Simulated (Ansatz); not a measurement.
What does this script print? It uses Ansatz's Python interface.

The script reads `POSCAR_scau3`:
```text
ScAu3
1.0
   0.00000000    3.31449036    3.31449036
   3.31449036    0.00000000    3.31449036
   3.31449036    3.31449036    0.00000000
Sc Au
1 3
Direct
   0.00000000    0.00000000    0.00000000
   0.25000000    0.25000000    0.25000000
   0.75000000    0.75000000    0.75000000
   0.50000000    0.50000000    0.50000000
```

`scau3.py`:
```python
'''Norm-conserving against PAW potentials for ScAu3.'''

import ansatz as az
from ase.io import read
import numpy as np


def count_gap(report):
    # lowest empty less highest filled band, counting bands; zero where they overlap
    return max(report.get('gap_by_band_count_ev') or 0.0, 0.0)

atoms = read('POSCAR_scau3', format='vasp')
scau3 = az.Crystal.from_ase(atoms)

job = (
    scau3.calculation()
    .mixing('anderson', beta=0.2)
    .occupations('fermi_dirac', width=0.1)
    .functional('pbesol')
    .eigensolver('davidson', mixed_precision=False)
    .kpoints(6)
    .stress()
    .forces()
    .band_table()
)
variants = {
    'PAW': job.pseudopotentials('paw', azcp={'folder': 'soft_1'}),
    'norm-conserving': job.pseudopotentials('nc'),
}
# totals differ by the cores that each treatment holds, so compare what does not depend on them
rows = []
for label, variant in variants.items():
    summary = variant.run(threads=1).report
    levels = np.array(summary['eigenvalues_ev'][0]) - summary['fermi_energy_ev']
    print(label, 'levels at the first k-point near E_F:', np.round(levels[np.abs(levels) < 5], 3))
    rows.append((label, summary['n_electrons'], np.trace(summary['stress_gpa']) / 3, count_gap(summary)))
for row in rows:
    print('; '.join(f'{name} = {round(v, 4) if isinstance(v, float) else v}' for name, v in zip(['treatment', 'electrons in bands', 'P GPa', 'gap by band count eV'], row)))
```

```console
$ python scau3.py
DeckWarning: basis.ecutwfc = 420 eV, auto-derived from the records' recommended cutoffs: set by Sc (normal level)
DeckWarning: soft_1/Sc.paw.azcp: the record states the generating functional pbe (its physics header spells it `PBE`), which answers neither for hamiltonian.xc's functional nor for the pbesol [...]
DeckWarning: soft_1/Au.paw.azcp: the record states the generating functional pbe (its physics header spells it `PBE`), which answers neither for hamiltonian.xc's functional nor for the pbesol [...]
PAW levels at the first k-point near E_F: [-3.537 -3.537 -3.537 -3.065 -3.065 -3.012 -3.012  1.081  1.081  1.081
  2.106  2.373  2.373  4.668]
DeckWarning: basis.ecutwfc = 1061.244064 eV, auto-derived from the records' recommended cutoffs: set by Sc (normal level)
norm-conserving levels at the first k-point near E_F: [-3.535 -3.535 -3.535 -3.062 -3.062 -3.009 -3.009  1.083  1.083  1.083
  2.104  2.377  2.377  4.663]
treatment = PAW; electrons in bands = 68.0; P GPa = -4.0772; gap by band count eV = 0.0
treatment = norm-conserving; electrons in bands = 68.0; P GPa = -4.2449; gap by band count eV = 0.0
```
(Warnings from the package without file and line, shortened.)

PAW gives -4.077 GPa and norm-conserving -4.245 GPa, 0.17 GPa apart. They took 5.1 and 14.2 s of processor time.

Caveats:
- These settings explore the input space; cutoff and mesh may be short of convergence.
- The computed bands are complete only to about 2.7 eV above the Fermi level.
- The mesh is modest for a metal, so energies can be off by several to tens of meV an atom and pressures by half a GPa or more; differences at equal mesh fare better.
- A gap by band count of zero or less means overlapping bands, a metal.
- The PAW files read here were made with PBE, not with each functional that runs on them.
- This cell is a computed structure, which may not be the phase found in nature.
- Levels are Kohn-Sham eigenvalues on this mesh, without spin-orbit coupling.
- Stress is positive in compression.
- Processor time in the engine: 19 s on 1 thread of Intel(R) Xeon(R) Processor @ 2.30GHz (shared host), peak memory 0.74 GiB.
